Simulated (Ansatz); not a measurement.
**YbFe2Co2: one geometry, two states**

Aim: solve YbFe2Co2 (a borrowed structure type, volume estimated) from each of its saved states, at one geometry and mesh, and see which is lowest and how they differ.

All numbers below are computed with Ansatz 0.2.0 (DFT, PBE, plane waves, PAW).

**1. Geometry**

The structure is trigonal, space group P-3m1 (No. 164). Conventional cell: a = 3.916 Å, b = 3.916 Å, c = 6.442 Å, α = 90.00°, β = 90.00°, γ = 120.00°. Yb (site symmetry -3m) has 6 Co at 2.81 Å as nearest neighbours. Fe (site symmetry 3m) has 4 Co at 2.32 to 2.39 Å as nearest neighbours. Co (site symmetry 3m) has 4 Fe at 2.32 to 2.39 Å as nearest neighbours.

Structure file:

```cif
data_structure
_symmetry_space_group_name_H-M 'P 1'
_symmetry_Int_Tables_number 1
_cell_length_a 3.9158
_cell_length_b 3.9158
_cell_length_c 6.4418
_cell_angle_alpha 90.000
_cell_angle_beta 90.000
_cell_angle_gamma 120.000
_cell_volume 85.54
loop_
_atom_site_label
_atom_site_type_symbol
_atom_site_fract_x
_atom_site_fract_y
_atom_site_fract_z
_atom_site_occupancy
Yb1 Yb 0.00000 0.00000 0.00000 1
Fe1 Fe 0.33330 0.66670 0.62000 1
Fe2 Fe 0.66670 0.33330 0.38000 1
Co1 Co 0.33330 0.66670 0.26000 1
Co2 Co 0.66670 0.33330 0.74000 1
```

The states: A, Fe2 down, Fe3 up, Co4 up, Co5 down (collinear spin); B, Fe2 down, Fe3 down, Co4 down, Co5 down (collinear spin). Each run reads its own saved solution as saved_state.

**2. State A: the run**

input.yaml reads:

```yaml
crystal:
  lattice:
    - [3.91583595, 0.0, 0.0]
    - [-1.95791798, 3.39121567, 0.0]
    - [0.0, 0.0, 6.44181876]
  atoms:
    - { symbol: Yb, position: [0.0, 0.0, 0.0], spin: 1.0 }
    - { symbol: Fe, position: [0.3333, 0.6667, 0.62], spin: -4.0 }
    - { symbol: Fe, position: [0.6667, 0.3333, 0.38], spin: 4.0 }
    - { symbol: Co, position: [0.3333, 0.6667, 0.26], spin: -3.0 }
    - { symbol: Co, position: [0.6667, 0.3333, 0.74], spin: 3.0 }
kpoints:
  mp_grid: { grid: [7, 7, 4], shift: [0, 0, 0] }
magnetization:
  spin_polarized: true
scf:
  occupations: { method: fermi_dirac }
  lower_state_search: "off"
  max_iter: 200
hamiltonian:
  pseudopotentials: { kind: paw }
  xc: pbe
basis:
  ecutwfc: 420
  fft_grid_basis: typed
output:
  forces: true
  stress: true
  eigenvalues: true
  bader: true
  populations: true
  elf: true
  write_potential: true
  volumetric_format: npy
  dos:
    e_range: [-12, 8]
    de: 0.05
    projected: { site_lists: { Co: [Co], Fe: [Fe], Yb: [Yb] } }
checkpoint:
  read: saved_state
```

The log of the run, cut to the lines that bear on the results:

```text
Warning: crystal.lattice misses the space group found at crystal.symmetry.tolerance 1.0e-5 in a digit that the deck types, which is why this is a warning: making the lattice exact moves one of its numbers by a whole unit of that number's last typed decimal, or more. The operation that it [...]
Warning: checkpoint.read: basis.xc_grid differs: saved 1, current 2 (points along each axis for each point of the dense box; where the key is left out runs that use forces, runs that use the stress, dielectric runs by a finite field, finite-displacement phonons, runs of [...]
Warning: RAYON_NUM_THREADS=1 ignored (pool sized by the plan → 1); use --threads N
Yb: projections on atomic orbitals take those of the free atom [Kr 4d10] 4f14 5s2 5p6 5d0 6s2, of charge +0.00 (hamiltonian.pseudopotentials.projection_atoms); the dataset's partial waves leave at most 1.5e-4 of an orbital's norm unspanned inside its sphere
[...]
Pseudopotentials: kind: paw
Pseudopotential: Yb, paw, valence charge 24, recommended cutoff 420 eV (normal), Yb.paw.azcp
Pseudopotential: Fe, paw, valence charge 16, recommended cutoff 420 eV (normal), Fe.paw.azcp
Pseudopotential: Co, paw, valence charge 17, recommended cutoff 420 eV (normal), Co.paw.azcp
Functional definition: PBE
[...]
Crystal: 5 atoms, lattice volume = 85.544 Å³
Basis set: ecut = 420 eV, 1713 PW (Γ), exchange–correlation on 54×54×90 points (8 copies of the dense FFT grid, shifted against one another)
Bands: 63, of which v1, the nominal top of the filled ones, is band 45 counted from 1 (44 counted from 0)
Symmetry: 2 space group operations
Space group: Cm (ITA 8), of the structure as read, at distance tolerance 4.4e-5 Å
[...]
SCF converged after 26 iterations
Magnetization: 0.0000 μB (45.0000 up, 45.0000 down)
Absolute magnetization: 7.8249 μB (∫|ρ↑−ρ↓|, with the PAW one-centre terms)
Spin contamination: 3.6366 ħ² per cell (⟨S²⟩ above its minimum at these occupations)
Per-site moments (μB) at R_I (Å): [(2.810668403821675e-5, 1.1605433471239694), (-2.6190678882658163, 0.9566100858599998), (2.619079380409834, 0.9566100858599998), (0.9989163196403671, 0.9566100858599998), (-0.998910795719431, 0.9566100858599998)]
Free energy (F): -33005.535466 eV
[...]
E sigma→0 (E₀):  -33005.379212 eV
Entropy (-TS):   -0.312508 eV (-62.502 meV/atom)
Fermi energy:    13.502111 eV
[...]
--- Forces (eV/Å), atoms counted from 1 ---
  atom   1  Yb     0.00000002    -0.00000001    -0.00001185
  atom   2  Fe     0.00212889    -0.00122912     0.64932154
  atom   3  Fe    -0.00212889     0.00122912    -0.64930233
  atom   4  Co     0.00174175    -0.00100560     0.21623484
  atom   5  Co    -0.00174178     0.00100561    -0.21623387
[...]
--- Stress (GPa, compression-positive) ---
       -5.891812       0.003378      -0.002525
        0.003378      -5.887912       0.001458
       -0.002525       0.001458       0.684106
  P = ⅓ Tr σ = -3.6985 GPa (-36.985 kbar)
--- Band table (eV; the first three rows and the last of 120) ---
[...]
--- Löwdin populations: 5 sites ---
  site symbol       q [e]    m [muB]
     0     Yb     24.6462     0.0000
     1     Fe     15.5717    -2.7968
     2     Fe     15.5716     2.7968
     3     Co     16.7819     1.0055
     4     Co     16.7819    -1.0055
  spilling = 0.007186 (of n_electrons = 90.000000)
--- Bader charges: 5 sites ---
  site symbol  charge [e]  shift [e]    m [muB]
     0     Yb      1.2122     0.0000     0.0000
     1     Fe      0.1234     0.0004    -2.7422
     2     Fe      0.1234     0.0004     2.7422
     3     Co     -0.7295     0.0004     0.9364
     4     Co     -0.7295     0.0004    -0.9364
  estimated error of the sums over rays = 8.0e-4 e
```

It took 2.5 min on 1 thread, shared host; peak memory 0.79 GiB.

**3. What state A looks like**

Counts of states in windows (eV from the Fermi level; tetrahedra), total and projected:

| from | to | total | up | down | Co d | Fe d | Yb d | Yb f |
| --- | --- | --- | --- | --- | --- | --- | --- | --- |
| -7.0 | -6.0 | 0.17 | 0.09 | 0.09 | 0.00 | 0.00 | 0.01 | 0.00 |
| -6.0 | -5.0 | 0.61 | 0.30 | 0.30 | 0.01 | 0.01 | 0.07 | 0.00 |
| -5.0 | -4.0 | 1.29 | 0.64 | 0.64 | 0.06 | 0.16 | 0.16 | 0.00 |
| -4.0 | -3.0 | 7.56 | 3.78 | 3.78 | 1.45 | 4.74 | 0.33 | 0.01 |
| -3.0 | -2.0 | 7.62 | 3.81 | 3.81 | 3.00 | 3.19 | 0.54 | 0.04 |
| -2.0 | -1.0 | 10.84 | 5.42 | 5.42 | 6.78 | 2.41 | 0.54 | 0.42 |
| -1.0 | 0.0 | 21.91 | 10.94 | 10.94 | 4.62 | 2.80 | 0.50 | 13.29 |
| 0.0 | 1.0 | 6.40 | 3.20 | 3.20 | 1.75 | 3.23 | 0.59 | 0.20 |
| 1.0 | 2.0 | 5.18 | 2.59 | 2.59 | 1.25 | 2.27 | 0.84 | 0.02 |
| 2.0 | 3.0 | 2.87 | 1.44 | 1.44 | 0.35 | 0.47 | 1.04 | 0.01 |
| 3.0 | 4.0 | 2.75 | 1.38 | 1.38 | 0.23 | 0.28 | 1.21 | 0.00 |
| 4.0 | 5.0 | 2.44 | 1.22 | 1.22 | 0.14 | 0.17 | 1.15 | 0.00 |

By element, from the tables in the log (a charge is positive for electrons lost): Löwdin charges also hold the electrons that the projection spills.

| element | atoms | Bader charge (e) | Bader volume (Å³) | Löwdin charge (e) | Bader moment, size (μB) |
| --- | --- | --- | --- | --- | --- |
| Yb | 1 | +1.21 | 17.0 | -0.65 | 0.00 |
| Fe | 2 | +0.12 | 15.7 | +0.43 | 2.74 |
| Co | 2 | -0.73 | 18.6 | +0.22 | 0.94 |

The Löwdin projection spills 0.7 % of the electrons and depends on the orbitals chosen; where it disagrees with Bader's partition, neither is an observable.

The main site moments: Fe2 down, Fe3 up, Co4 up, Co5 down.

**4. State B: the run**

input.yaml: that of step 2 with these lines changed.

```diff
@@ -13,2 +13,16 @@
   mp_grid: { grid: [7, 7, 4], shift: [0, 0, 0] }
+  band_path:
+    path:
+      - [0.0, 0.0, 0.0]
+      - [0.5, 1.7e-07, 0.0]
+      - [0.33333333, 0.3333335, 0.0]
+      - [0.0, 0.0, 0.0]
+      - [0.0, 0.0, 0.5]
+      - [0.5, 1.7e-07, 0.5]
+      - [0.33333333, 0.3333335, 0.5]
+      - [0.0, 0.0, 0.5]
+      - [0.5, 1.7e-07, 0.5]
+      - [0.5, 1.7e-07, 0.0]
+      - [0.33333333, 0.3333335, 0.5]
+    npoints: 6
 magnetization:
```

The log of the run, cut to the lines that bear on the results:

```text
Warning: crystal.lattice misses the space group found at crystal.symmetry.tolerance 1.0e-5 in a digit that the deck types, which is why this is a warning: making the lattice exact moves one of its numbers by a whole unit of that number's last typed decimal, or more. The operation that it [...]
Warning: checkpoint.read: basis.xc_grid differs: saved 1, current 2 (points along each axis for each point of the dense box; where the key is left out runs that use forces, runs that use the stress, dielectric runs by a finite field, finite-displacement phonons, runs of [...]
Warning: RAYON_NUM_THREADS=1 ignored (pool sized by the plan → 1); use --threads N
Yb: projections on atomic orbitals take those of the free atom [Kr 4d10] 4f14 5s2 5p6 5d0 6s2, of charge +0.00 (hamiltonian.pseudopotentials.projection_atoms); the dataset's partial waves leave at most 1.5e-4 of an orbital's norm unspanned inside its sphere
[...]
Pseudopotentials: kind: paw
Pseudopotential: Yb, paw, valence charge 24, recommended cutoff 420 eV (normal), Yb.paw.azcp
Pseudopotential: Fe, paw, valence charge 16, recommended cutoff 420 eV (normal), Fe.paw.azcp
[...]
E sigma→0 (E₀):  -33006.086834 eV
Entropy (-TS):   -0.213926 eV (-42.785 meV/atom)
Fermi energy:    13.560734 eV
[...]
--- Forces (eV/Å), atoms counted from 1 ---
  atom   1  Yb    -0.00000018     0.00000010     0.00001638
  atom   2  Fe     0.00228339    -0.00131831     0.04127623
  atom   3  Fe    -0.00228534     0.00131944    -0.04126393
  atom   4  Co     0.00183979    -0.00106220     0.37017539
  atom   5  Co    -0.00183618     0.00106012    -0.37018097
[...]
--- Stress (GPa, compression-positive) ---
       -3.390808       0.004174      -0.002436
        0.004174      -3.385988       0.001407
       -0.002435       0.001406      -2.640380
  P = ⅓ Tr σ = -3.1391 GPa (-31.391 kbar)
--- Band table (eV; the first three rows and the last of 120) ---
[...]
--- Löwdin populations: 5 sites ---
  site symbol       q [e]    m [muB]
     0     Yb     24.6731    -0.0929
     1     Fe     15.5768    -2.8716
     2     Fe     15.5768    -2.8716
     3     Co     16.7673    -1.4154
     4     Co     16.7673    -1.4154
  spilling = 0.007096 (of n_electrons = 90.000000)
--- Bader charges: 5 sites ---
  site symbol  charge [e]  shift [e]    m [muB]
     0     Yb      1.1978     0.0000    -0.2180
     1     Fe      0.1363     0.0004    -2.7947
     2     Fe      0.1362     0.0004    -2.7948
     3     Co     -0.7351     0.0004    -1.3483
     4     Co     -0.7351     0.0004    -1.3483
  estimated error of the sums over rays = 8.3e-4 e
```

Run time: 3 min. Hardware: 1 thread, shared host; peak memory 0.88 GiB.

**5. State B: levels and charges**

Counts of states in windows (eV from the Fermi level; tetrahedra), total and projected:

| from | to | total | up | down | Co d | Fe d | Yb d | Yb f |
| --- | --- | --- | --- | --- | --- | --- | --- | --- |
| -7.0 | -6.0 | 0.19 | 0.07 | 0.11 | 0.00 | 0.00 | 0.01 | 0.00 |
| -6.0 | -5.0 | 0.62 | 0.29 | 0.33 | 0.01 | 0.01 | 0.07 | 0.00 |
| -5.0 | -4.0 | 1.36 | 0.51 | 0.85 | 0.08 | 0.20 | 0.17 | 0.00 |
| -4.0 | -3.0 | 6.36 | 0.64 | 5.72 | 1.53 | 3.63 | 0.29 | 0.01 |
| -3.0 | -2.0 | 7.78 | 2.19 | 5.59 | 3.17 | 3.04 | 0.60 | 0.05 |
| -2.0 | -1.0 | 14.25 | 7.61 | 6.62 | 7.81 | 4.49 | 0.60 | 0.56 |
| -1.0 | 0.0 | 19.38 | 9.49 | 9.88 | 3.22 | 2.02 | 0.40 | 13.12 |
| 0.0 | 1.0 | 5.73 | 4.49 | 1.24 | 1.58 | 2.45 | 0.75 | 0.21 |
| 1.0 | 2.0 | 5.78 | 4.72 | 1.05 | 1.45 | 2.77 | 0.78 | 0.03 |
| 2.0 | 3.0 | 3.11 | 1.80 | 1.31 | 0.41 | 0.61 | 1.07 | 0.01 |
| 3.0 | 4.0 | 2.74 | 1.44 | 1.29 | 0.22 | 0.29 | 1.19 | 0.00 |
| 4.0 | 5.0 | 2.34 | 1.40 | 0.95 | 0.14 | 0.19 | 1.09 | 0.00 |

By element, from the tables in the log (a charge is positive for electrons lost): Löwdin charges also hold the electrons that the projection spills.

| element | atoms | Bader charge (e) | Bader volume (Å³) | Löwdin charge (e) | Bader moment, size (μB) |
| --- | --- | --- | --- | --- | --- |
| Yb | 1 | +1.20 | 17.1 | -0.67 | 0.22 |
| Fe | 2 | +0.14 | 15.6 | +0.42 | 2.79 |
| Co | 2 | -0.74 | 18.7 | +0.23 | 1.35 |

Löwdin charges rest on a small set of atomic orbitals that misses 0.7 % of the electrons, so they need not add up to the cell's charge and can differ from Bader's even in sign.

The main site moments: Fe2 down, Fe3 down, Co4 down, Co5 down.

**6. Results**

| state | free energy (meV/atom) | largest site moment (μB) | size of the net moment (μB/cell) | gap (eV) | pressure (GPa) | largest force (eV/Å) | SCF cycles |
| --- | --- | --- | --- | --- | --- | --- | --- |
| A | 131.7 | 2.62 | 0.00 | metal | -3.7 | 0.65 | 26 |
| B | 0.0 | 2.74 | 8.50 | metal | -3.1 | 0.37 | 23 |

State B wins by 131.7 meV per atom over A. At the same volume their pressures differ by 0.6 GPa. Every run converged, so convergence alone does not show that a state is the lowest.
